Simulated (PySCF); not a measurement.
# CeFO (Ce(O)(F)+): the cost of one run

Program: PySCF 2.14.0. Level of theory: PBE0, Ce def2-SVP with ECP28, O def2-SVP, F def2-SVP; scalar-relativistic core potentials, no spin–orbit coupling. These are calculated values, not measurements.

1 further run of the same task is left out (for a known fault of the program).

## 1. The starting structure

3 atoms, charge 1, spin multiplicity 1.

Bond lengths: Ce1–O2 1.782 Å, Ce1–F3 2.053 Å. Angles: O2–Ce1–F3 131.8°.

Coordinates:

| atom | x (Å) | y (Å) | z (Å) |
| --- | --- | --- | --- |
| Ce1 | 0.00000 | 0.00000 | 0.00000 |
| O2 | 1.62610 | 0.00000 | 0.72770 |
| F3 | -1.87410 | 0.00000 | 0.83870 |

Formal oxidation states: Ce +4.

## 2. SCF at the start, singlet

The input, run.py (the lines that set the calculation):

```python
mol = gto.M(atom='''
Ce     0.00000     0.00000     0.00000
O      1.62610     0.00000     0.72770
F     -1.87410     0.00000     0.83870''',
    basis={'Ce': 'def2-SVP', 'O': 'def2-SVP', 'F': 'def2-SVP'},
    ecp={'Ce': 'def2-SVP'},
    charge=1, spin=0)
mf = dft.RKS(mol, xc='PBE0')
mf.grids.atom_grid = (50, 194)  # f atoms: unpruned, at least (60, 302)
mf = mf.density_fit()  # fitting sets: Ce def2-universal-JKFIT, O def2-universal-JKFIT, F def2-universal-JKFIT
mf.conv_tol = 1e-08; mf.max_cycle = 55
mf.kernel(dm0)  # dm0: free metal ions and neutral atoms
```

Started as:

```console
> OMP_NUM_THREADS=2 python run.py
```

What time and memory should one allow on 2 threads of Intel Xeon Platinum 8559C (Emerald Rapids), shared host?

About 4.7 s, with a peak of 0.43 GiB.
